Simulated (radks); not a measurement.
# Xe²⁺ in [Kr] 4d10 5s2 5p4: an all-electron calculation

One table from this session's results is given with a row withheld; the runs are named, their logs left out.

Program: radks (a radial shooting solver on a logarithmic mesh, Libxc functionals) version 1. Level of theory: Dirac Kohn-Sham, B86b exchange with PBE correlation, spin-unpolarised, spherical densities, point nucleus; open shells fill j = l - 1/2 first. These are calculated values, not measurements, unless marked.

### Starting point

| Item | Value |
| --- | --- |
| element | xenon (Z = 54) |
| charge | +2 |
| electrons | 52 |
| configuration | [Kr] 4d10 5s2 5p4 |

The first run:

Input:

```text
Z 54
configuration [Kr] 4d10 5s2 5p4
relativity Dirac
functional b86_mgc,pbe
spin unpolarised
j_filling energy
nucleus point
c 137.035999084
```

Launch:

```console
$ python run_ks.py task.json out
```

All runs below come from this command, one after another.

Steps of the session up to this table: Self-consistent calculation.

One of the session's tables, all rows but one given; the rest of the session is left out.

It belongs to the step «Shells». Radial moments (bohr):

| level | <r> | outermost maximum (interpolated) | 90 % within | nodes |
| --- | --- | --- | --- | --- |
| 1s1/2 | 0.02665 | 0.0171 | 0.0480 | 0 |
| 2s1/2 | 0.1142 | 0.0971 | 0.177 | 1 |
| 2p1/2 | ? | ? | ? | ? |
| 2p3/2 | 0.1020 | 0.0793 | 0.166 | 0 |
| 3s1/2 | 0.3060 | 0.279 | 0.450 | 2 |
| 3p1/2 | 0.2961 | 0.266 | 0.445 | 1 |
| 3p3/2 | 0.3078 | 0.276 | 0.462 | 1 |
| 3d3/2 | 0.2787 | 0.224 | 0.438 | 0 |
| 3d5/2 | 0.2824 | 0.227 | 0.443 | 0 |
| 4s1/2 | 0.7165 | 0.661 | 1.03 | 3 |
| 4p1/2 | 0.7456 | 0.677 | 1.09 | 2 |
| 4p3/2 | 0.7733 | 0.701 | 1.13 | 2 |
| 4d3/2 | 0.8685 | 0.743 | 1.32 | 1 |
| 4d5/2 | 0.8792 | 0.752 | 1.33 | 1 |
| 5s1/2 | 1.788 | 1.60 | 2.58 | 4 |
| 5p1/2 | 2.039 | 1.79 | 2.97 | 3 |
| 5p3/2 | 2.118 | 1.86 | 3.09 | 3 |

Estimate the missing values for 2p1/2.

As computed: <r>: 0.09620; outermost maximum (interpolated): 0.0744; 90 % within: 0.158; nodes: 0. In the column «<r>» it lies between 1s1/2 (0.02665) and 2p3/2 (0.1020).

Limits of these values: Spin polarisation and multiplet splitting are left out.
